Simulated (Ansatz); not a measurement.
# HfBr₂F₂: single points with varied inputs

How do the results and run time of HfBr₂F₂ respond when the settings are drawn wide?

Computed with Ansatz 0.2.0, Gaussian basis. Level: the settings change from run to run.

## Step 1: The geometry

The geometry comes from an earlier relaxation with PBE0-D4 in a triple-zeta def2 set; it is a stationary point. Hf takes a core potential in def2 sets; no spin-orbit term is included.

SMILES `[F][Hf]([F])([Br])[Br]`, 5 atoms, charge 0, spin multiplicity 1.

Atoms are counted from 1 here; the program's logs count them from 0.

Bond lengths: F1–Hf2 1.883 Å, Hf2–F3 1.883 Å, Hf2–Br4 2.486 Å, Hf2–Br5 2.486 Å. Angles: F1–Hf2–F3 108.1°, F1–Hf2–Br4 109.4°, F1–Hf2–Br5 109.4°, F3–Hf2–Br4 109.4°, F3–Hf2–Br5 109.4°, Br4–Hf2–Br5 111.1°.

## Step 2: B97/def2-mTZVPP

Contents of in.yaml:

```yaml
crystal:
  periodic: [false, false, false]
  atoms:
    - {symbol: F, position_ang: [0.182635, -0.618093, 1.844329]}
    - {symbol: Hf, position_ang: [0.084089, -0.097204, 0.037258]}
    - {symbol: F, position_ang: [1.352738, -1.098487, -0.929437]}
    - {symbol: Br, position_ang: [-2.190997, -0.581703, -0.838561]}
    - {symbol: Br, position_ang: [0.621536, 2.321887, -0.154989]}
basis:
  gaussian: {orbitals: def2-mTZVPP}
hamiltonian: {xc: {name: B97}}
output: {forces: true}
```

Run with:

```sh
ansatz run in.yaml --threads 4 --pin off --events-out ev --progress --plain --max-ram 10444MiB
```

Standard output, shortened:

```text
Functional definition: B97
  name "B97"
  cite "Becke, J. Chem. Phys. 107, 8554 (1997) doi:10.1063/1.475007"
[...]
      + integral(e_c_pw_opposite_spin*poly(b97_u_opposite, cos0, cos1, cos2))
1459 factors; integrals over basis functions are off by at most 2.0e-4 eV
[...]
mean field -146835.58708148 eV, -5396.1082965087 hartree, gradient 1.6e-5 eV, S^2 0.000000; 0 other end points of the search recorded, 0 dependent functions left out
[...]
reference -146835.58710480 eV, -5396.1082973658 hartree; 50, 50 occupied and 106, 106 virtual orbitals, 1459 factors
Total energy: -146835.58710480 eV, -5396.1082973658 hartree
Atom 0 at     0.182635    -0.618093     1.844329 Å, force     0.032785    -0.125695     0.399027 eV/Å
Atom 1 at     0.084089    -0.097204     0.037258 Å, force    -0.085171     0.094825    -0.052352 eV/Å
Atom 2 at     1.352738    -1.098487    -0.929437 Å, force     0.286618    -0.229912    -0.202700 eV/Å
Atom 3 at    -2.190997    -0.581703    -0.838561 Å, force    -0.307997    -0.066671    -0.118382 eV/Å
Atom 4 at     0.621536     2.321887    -0.154989 Å, force     0.073765     0.327453    -0.025593 eV/Å
Dipole moment:    -0.008246     0.009181    -0.005069 e Å
```

Wall time 8 s (4 threads of Arm Neoverse V2, shared host); peak memory 0.56 GiB.

Largest force 0.420 eV/Å, dipole 0.06 D.

## Step 3: B97M-V/def2-mTZVP

Options: a point charge of 2.00 e beside it.

Changes to in.yaml since step 2:

```diff
@@ -9,4 +9,4 @@
 basis:
-  gaussian: {orbitals: def2-mTZVPP}
-hamiltonian: {xc: {name: B97}}
+  gaussian: {orbitals: def2-mTZVP, point_charges: [{charge: 2.00, position_ang: [5.840, 0.631, -0.120]}]}
+hamiltonian: {xc: {name: B97M-V}}
 output: {forces: true}
```

Launched as before.

Standard output, shortened:

```text
Functional definition: B97M-V
  name "B97M-V"
  cite "Mardirossian & Head-Gordon, J. Chem. Phys. 142, 074111 (2015) doi:10.1063/1.4907719"
  cite "Becke, J. Chem. Phys. 107, 8554 (1997) doi:10.1063/1.475007"
  cite "Vydrov & Van Voorhis, J. Chem. Phys. 133, 244103 (2010) doi:10.1063/1.3521275"
  # Of w^i u^j: cxij and so on, Table III.
[...]
  gx(w, u) = cx00 + cx01*u + cx02*u^2 + (cx10 + cx11*u)*w
  gss(w, u) = css00 + css02*u^2 + css10*w + (css32*w^3 + css42*w^4)*u^2
  gos(w, u) = cos00 + cos01*u + cos03*u^3 + cos10*w + cos32*w^3*u^2
[...]
      + integral(e_c_pw_mod_opposite_spin*gos(b97_w_opposite, b97_u_opposite)) + vv10(b, c)
1346 factors; their error is unknown
[...]
mean field -146817.28465273 eV, -5395.4356946582 hartree, gradient 1.1e-5 eV, S^2 0.000000; 0 other end points of the search recorded, 0 dependent functions left out
[...]
reference -146817.28471616 eV, -5395.4356969889 hartree; 50, 50 occupied and 96, 96 virtual orbitals, 1346 factors
Total energy: -146817.28471616 eV, -5395.4356969889 hartree
Atom 0 at     0.182635    -0.618093     1.844329 Å, force     0.278597    -0.025097     0.140950 eV/Å
Atom 1 at     0.084089    -0.097204     0.037258 Å, force    -1.868448    -0.172229     0.139196 eV/Å
Atom 2 at     1.352738    -1.098487    -0.929437 Å, force     0.993165    -0.261174    -0.287299 eV/Å
Atom 3 at    -2.190997    -0.581703    -0.838561 Å, force     0.283047     0.067368     0.077515 eV/Å
Atom 4 at     0.621536     2.321887    -0.154989 Å, force     0.429773     0.399704    -0.031242 eV/Å
Dipole moment:    -0.586495    -0.029255    -0.045510 e Å
```

Run time: 9 s. Hardware: 4 threads of Arm Neoverse V2, shared host.

Largest force 1.882 eV/Å, dipole 2.83 D.

## Step 4: revPBE0/def2-TZVPD

Changes to in.yaml since step 3:

```diff
@@ -9,4 +9,4 @@
 basis:
-  gaussian: {orbitals: def2-mTZVP, point_charges: [{charge: 2.00, position_ang: [5.840, 0.631, -0.120]}]}
-hamiltonian: {xc: {name: B97M-V}}
+  gaussian: {orbitals: def2-TZVPD}
+hamiltonian: {xc: {name: revPBE0}}
 output: {forces: true}
```

The command is unchanged.

Standard output, shortened:

```text
Functional definition: revPBE0
  name "revPBE0"
  cite "Zhang & Yang, Phys. Rev. Lett. 80, 890 (1998) doi:10.1103/PhysRevLett.80.890"
  cite "Adamo & Barone, J. Chem. Phys. 110, 6158 (1999) doi:10.1063/1.478522"
  cite "Perdew, Burke & Ernzerhof, Phys. Rev. Lett. 77, 3865 (1996) doi:10.1103/PhysRevLett.77.3865"
[...]
1777 factors; their error is unknown
[...]
mean field -146832.84832997 eV, -5396.0076492473 hartree, gradient 4.7e-5 eV, S^2 0.000000; 0 other end points of the search recorded, 0 dependent functions left out
[...]
reference -146832.84839054 eV, -5396.0076514731 hartree; 50, 50 occupied and 187, 187 virtual orbitals, 1777 factors
Total energy: -146832.84839054 eV, -5396.0076514731 hartree
Atom 0 at     0.182635    -0.618093     1.844329 Å, force     0.013320    -0.056152     0.183720 eV/Å
Atom 1 at     0.084089    -0.097204     0.037258 Å, force    -0.048187     0.053649    -0.029619 eV/Å
Atom 2 at     1.352738    -1.098487    -0.929437 Å, force     0.130920    -0.104437    -0.095061 eV/Å
Atom 3 at    -2.190997    -0.581703    -0.838561 Å, force    -0.131640    -0.032851    -0.049844 eV/Å
Atom 4 at     0.621536     2.321887    -0.154989 Å, force     0.035587     0.139791    -0.009197 eV/Å
Dipole moment:    -0.021254     0.023663    -0.013064 e Å
```

It took 7 s on 4 threads of Arm Neoverse V2, shared host; peak memory 0.98 GiB.

Largest force 0.193 eV/Å, dipole 0.17 D.

## Step 5: wB97X-V/def2-SVPD

Set apart from the defaults: charge -1, multiplicity 2, high accuracy.

Changes to in.yaml since step 4:

```diff
@@ -9,4 +9,6 @@
 basis:
-  gaussian: {orbitals: def2-TZVPD}
-hamiltonian: {xc: {name: revPBE0}}
-output: {forces: true}
+  gaussian: {orbitals: def2-SVPD}
+total_charge: -1
+magnetization: {spin_polarized: true, initial_magnetization: 1}
+hamiltonian: {xc: {name: wB97X-V}}
+accuracy: high
```

The command is unchanged.

Standard output, shortened:

```text
Functional definition: wB97X-V
  name "wB97X-V"
  cite "Mardirossian & Head-Gordon, Phys. Chem. Chem. Phys. 16, 9904 (2014) doi:10.1039/C3CP54374A"
  cite "Becke, J. Chem. Phys. 107, 8554 (1997) doi:10.1063/1.475007"
  cite "Vydrov & Van Voorhis, J. Chem. Phys. 133, 244103 (2010) doi:10.1063/1.3521275"
[...]
      + integral(e_c_pw_opposite_spin*poly(b97_u_opposite, cos0, cos1)) + vv10(b, c)
3083 factors; integrals over basis functions are off by at most 4.6e-9 eV
645 factors; integrals over basis functions are off by at most 1.9e-9 eV
[...]
mean field -146806.19672642 eV, -5395.0282208819 hartree, gradient 3.0e-8 eV, S^2 0.752268; 5 other end points of the search recorded, 0 dependent functions left out
reference -146806.19672630 eV, -5395.0282208774 hartree; 51, 50 occupied and 112, 113 virtual orbitals, 3083 factors
Total energy: -146806.19672630 eV, -5395.0282208774 hartree
```

Run time: 2 min. Hardware: 4 threads of Arm Neoverse V2, shared host; peak memory 2.3 GiB.

⟨S²⟩ 0.752.

## Step 6: PBEsol/def2-SVPD

Set apart from the defaults: density fitting with def2-universal-jkfit, a grid of angular degree 23.

Changes to in.yaml since step 5:

```diff
@@ -9,6 +9,3 @@
 basis:
-  gaussian: {orbitals: def2-SVPD}
-total_charge: -1
-magnetization: {spin_polarized: true, initial_magnetization: 1}
-hamiltonian: {xc: {name: wB97X-V}}
-accuracy: high
+  gaussian: {orbitals: def2-SVPD, fitting: {mean_field: def2-universal-jkfit}, final_grid: {core_spheres: 8, valence_spheres: 7, degree: 23}}
+hamiltonian: {xc: {name: PBEsol}}
```

The command is unchanged.

Standard output:

```text
Functional definition: PBEsol
  name "PBEsol"
  cite "Perdew et al., Phys. Rev. Lett. 100, 136406 (2008) doi:10.1103/PhysRevLett.100.136406"
  cite "Perdew, Burke & Ernzerhof, Phys. Rev. Lett. 77, 3865 (1996) doi:10.1103/PhysRevLett.77.3865"
  parent pbesol
  exchange = pbesol_x
  correlation = pbesol_c
913 factors; integrals over basis functions are off by at most 1.5e-1 eV
mean field evaluation 1: about -146682.5420 eV, gradient 5.2e1 eV
mean field evaluation 2: about -146625.0667 eV, gradient 2.0e2 eV
mean field evaluation 4: about -146686.6633 eV, gradient 9.7e0 eV
mean field evaluation 8: about -146686.9258 eV, gradient 5.3e-2 eV
mean field evaluation 16: about -146686.9251 eV, gradient 2.5e-5 eV
mean field -146686.92511066 eV, -5390.6450698479 hartree, gradient 9.1e-6 eV, S^2 0.000000; 0 other end points of the search recorded, 0 dependent functions left out
reference -146686.92516899 eV, -5390.6450719915 hartree; 50, 50 occupied and 113, 113 virtual orbitals, 913 factors
Total energy: -146686.92516899 eV, -5390.6450719915 hartree
```

Run time: 1.2 s. Hardware: 4 threads of Arm Neoverse V2, shared host.

## Step 7: PBEsol/x2c-TZVPPall

Options: the search for lower states set to off.

Changes to in.yaml since step 6:

```diff
@@ -9,3 +9,5 @@
 basis:
-  gaussian: {orbitals: def2-SVPD, fitting: {mean_field: def2-universal-jkfit}, final_grid: {core_spheres: 8, valence_spheres: 7, degree: 23}}
+  gaussian: {orbitals: x2c-TZVPPall}
 hamiltonian: {xc: {name: PBEsol}}
+scf: {lower_state_search: off}
+output: {forces: true}
```

The command is unchanged.

Standard output, shortened:

```text
Functional definition: PBEsol
  name "PBEsol"
  cite "Perdew et al., Phys. Rev. Lett. 100, 136406 (2008) doi:10.1103/PhysRevLett.100.136406"
  cite "Perdew, Burke & Ernzerhof, Phys. Rev. Lett. 77, 3865 (1996) doi:10.1103/PhysRevLett.77.3865"
  parent pbesol
[...]
1863 factors; their error is unknown
[...]
mean field -557380.43000592 eV, -20483.3529966926 hartree, gradient 7.1e-6 eV, S^2 0.000000; 0 other end points of the search recorded, 0 dependent functions left out
[...]
reference -557380.43007534 eV, -20483.3529992439 hartree; 80, 80 occupied and 175, 175 virtual orbitals, 1863 factors
Total energy: -557380.43007534 eV, -20483.3529992439 hartree
Relativity: scalar
Atom 0 at     0.182635    -0.618093     1.844329 Å, force    -0.011084     0.090262    -0.337783 eV/Å
Atom 1 at     0.084089    -0.097204     0.037258 Å, force    -0.067648     0.075316    -0.041581 eV/Å
Atom 2 at     1.352738    -1.098487    -0.929437 Å, force    -0.232827     0.181296     0.187858 eV/Å
Atom 3 at    -2.190997    -0.581703    -0.838561 Å, force     0.408873     0.087849     0.157264 eV/Å
Atom 4 at     0.621536     2.321887    -0.154989 Å, force    -0.097313    -0.434723     0.034241 eV/Å
Dipole moment:    -0.037310     0.041539    -0.022933 e Å
Checks for a lower state left out: stability, starts, cluster_reference, orbital_swaps, neighbouring_geometries, increment
```

Run time: 4 s. Hardware: 4 threads of Arm Neoverse V2, shared host; peak memory 0.56 GiB.

Largest force 0.447 eV/Å, dipole 0.29 D.

## Step 8: PBE0-DH/def2-mTZVP

Set apart from the defaults: charge -1, multiplicity 2, atoms shaken by 0.03 Å, relativity set to none, high accuracy, the search for lower states set to full.

Contents of in.yaml:

```yaml
crystal:
  periodic: [false, false, false]
  atoms:
    - {symbol: F, position_ang: [0.155244, -0.638627, 1.897965]}
    - {symbol: Hf, position_ang: [0.045774, -0.130742, 0.039637]}
    - {symbol: F, position_ang: [1.351839, -1.102214, -0.926679]}
    - {symbol: Br, position_ang: [-2.234852, -0.585440, -0.890760]}
    - {symbol: Br, position_ang: [0.653058, 2.337370, -0.147102]}
basis:
  gaussian: {orbitals: def2-mTZVP}
total_charge: -1
magnetization: {spin_polarized: true, initial_magnetization: 1}
hamiltonian: {xc: {name: PBE0-DH}, pseudopotentials: {relativity: none}}
accuracy: high
scf: {lower_state_search: full}
```

The command is unchanged.

Standard output, shortened:

```text
Functional definition: PBE0-DH
  name "PBE0-DH"
  cite "Brémond & Adamo, J. Chem. Phys. 135, 024106 (2011) doi:10.1063/1.3604569"
  cite "Perdew, Burke & Ernzerhof, Phys. Rev. Lett. 77, 3865 (1996) doi:10.1103/PhysRevLett.77.3865"
[...]
2635 factors; integrals over basis functions are off by at most 9.7e-8 eV
[...]
mean field -146811.32330350 eV, -5395.2166191146 hartree, gradient 2.4e-8 eV, S^2 0.753100; 15 other end points of the search recorded, 0 dependent functions left out
20 core orbitals not correlated: weight in the atoms' cores, before any rotation towards them, 1.000 or more for the frozen orbitals, at most 0.000 for the correlated occupied ones
reference -146811.32330558 eV, -5395.2166191910 hartree; 31, 30 occupied and 95, 96 virtual orbitals, 2635 factors
second order -35.49533036 eV of doubles, -0.00000000 eV of singles
Total energy: -146815.76022187 eV, -5395.3796728574 hartree
```

It took 2.3 min on 4 threads of Arm Neoverse V2, shared host; peak memory 1.2 GiB.

⟨S²⟩ 0.753.

## Step 9: wB97/def2-TZVPP

Contents of in.yaml:

```yaml
crystal:
  periodic: [false, false, false]
  atoms:
    - {symbol: F, position_ang: [0.182635, -0.618093, 1.844329]}
    - {symbol: Hf, position_ang: [0.084089, -0.097204, 0.037258]}
    - {symbol: F, position_ang: [1.352738, -1.098487, -0.929437]}
    - {symbol: Br, position_ang: [-2.190997, -0.581703, -0.838561]}
    - {symbol: Br, position_ang: [0.621536, 2.321887, -0.154989]}
basis:
  gaussian: {orbitals: def2-TZVPP}
hamiltonian: {xc: {name: wB97}}
```

Launched as before.

Standard output, shortened:

```text
Functional definition: wB97
  name "wB97"
  cite "Chai & Head-Gordon, J. Chem. Phys. 128, 084106 (2008) doi:10.1063/1.2834918"
  cite "Becke, J. Chem. Phys. 107, 8554 (1997) doi:10.1063/1.475007"
[...]
  # The coefficients of nought are those of the uniform gas.
[...]
      + integral(e_c_pw_opposite_spin*poly(b97_u_opposite, 1, cos1, cos2, cos3, cos4))
1422 factors; their error is unknown
378 factors; integrals over basis functions are off by at most 5.0e-5 eV
[...]
mean field -146852.55526549 eV, -5396.7318657695 hartree, gradient 2.2e-5 eV, S^2 0.000000; 0 other end points of the search recorded, 0 dependent functions left out
reference -146852.55525445 eV, -5396.7318653641 hartree; 50, 50 occupied and 164, 164 virtual orbitals, 1422 factors
Total energy: -146852.55525445 eV, -5396.7318653641 hartree
```

Run time: 7.5 s. Hardware: 4 threads of Arm Neoverse V2, shared host; peak memory 0.52 GiB.

## Step 10: PBE/def2-mTZVP

Set apart from the defaults: unrestricted orbitals, D3(BJ) dispersion.

Changes to in.yaml since step 9:

```diff
@@ -9,3 +9,4 @@
 basis:
-  gaussian: {orbitals: def2-TZVPP}
-hamiltonian: {xc: {name: wB97}}
+  gaussian: {orbitals: def2-mTZVP}
+magnetization: {spin_polarized: true, initial_magnetization: 0}
+hamiltonian: {xc: {name: PBE}, dispersion: d3bj}
```

Same command.

Standard output:

```text
Functional definition: PBE
  name "PBE"
  cite "Perdew, Burke & Ernzerhof, Phys. Rev. Lett. 77, 3865 (1996) doi:10.1103/PhysRevLett.77.3865"
  parent pbe
  parameter kappa = 0.804
  parameter beta = 0.06672455060314922
  exchange = pbe_x(kappa = kappa, mu = beta*pi^2/3)
  correlation = pbe_c(beta = beta)
1346 factors; their error is unknown
mean field evaluation 1: about -146813.7120 eV, gradient 4.1e1 eV
mean field evaluation 2: about -146744.7857 eV, gradient 1.6e2 eV
mean field evaluation 4: about -146818.2317 eV, gradient 7.6e0 eV
mean field evaluation 8: about -146818.5361 eV, gradient 2.3e-2 eV
mean field evaluation 16: about -146818.4826 eV, gradient 9.2e-5 eV
mean field -146818.48264775 eV, -5395.4797201631 hartree, gradient 1.7e-5 eV, S^2 0.000000; 0 other end points of the search recorded, 0 dependent functions left out
reference -146818.48268981 eV, -5395.4797217085 hartree; 50, 50 occupied and 96, 96 virtual orbitals, 1346 factors
Total energy: -146818.60803846 eV, -5395.4843281864 hartree
```

Run time: 2.9 s. Hardware: 4 threads of Arm Neoverse V2, shared host.

⟨S²⟩ 0.000.

## Step 11: All runs side by side

| level | charge | multiplicity | geometry | functions | energy (eV) | time |
| --- | --- | --- | --- | --- | --- | --- |
| B97/def2-mTZVPP | 0 | 1 | relaxed | 156 | -146835.587 | 8 s |
| B97M-V/def2-mTZVP | 0 | 1 | relaxed, point charge | 146 | -146817.285 | 9 s |
| revPBE0/def2-TZVPD | 0 | 1 | relaxed | 237 | -146832.848 | 7 s |
| wB97X-V/def2-SVPD | -1 | 2 | relaxed | 163 | -146806.197 | 2 min |
| PBEsol/def2-SVPD | 0 | 1 | relaxed | 163 | -146686.925 | 1.2 s |
| PBEsol/x2c-TZVPPall | 0 | 1 | relaxed | 255 | -557380.430 | 4 s |
| PBE0-DH/def2-mTZVP | -1 | 2 | shaken | 146 | -146815.760 | 2.3 min |
| wB97/def2-TZVPP | 0 | 1 | relaxed | 214 | -146852.555 | 7.5 s |
| PBE/def2-mTZVP | 0 | 1 | relaxed | 146 | -146818.608 | 2.9 s |

## Step 12: What came out

| quantity | value |
| --- | --- |
| runs | 9 |
| quickest | PBEsol/def2-SVPD, 1.2 s |
| slowest | PBE0-DH/def2-mTZVP, 2.3 min |
| spread of total energies, same state and geometry | 410693.5 eV |
| dipole, same state and geometry | 0.06 to 0.29 D |

What this shows: PBE0-DH/def2-mTZVP took 115 times as long as PBEsol/def2-SVPD. The jobs differ in tasks and options as well as level. The totals spread over 410694 eV; they can't be compared across methods or bases. Some of these runs are scalar-relativistic and others not, which shifts the totals of all-electron atoms past neon by several eV an atom and more; core potentials, where a basis has them, take the core out of the total altogether. At the PBE0-D4/def2-TZVP geometry and in the same state, the sound runs without point charges leave forces up to 0.45 eV/Å (PBEsol/x2c-TZVPPall).
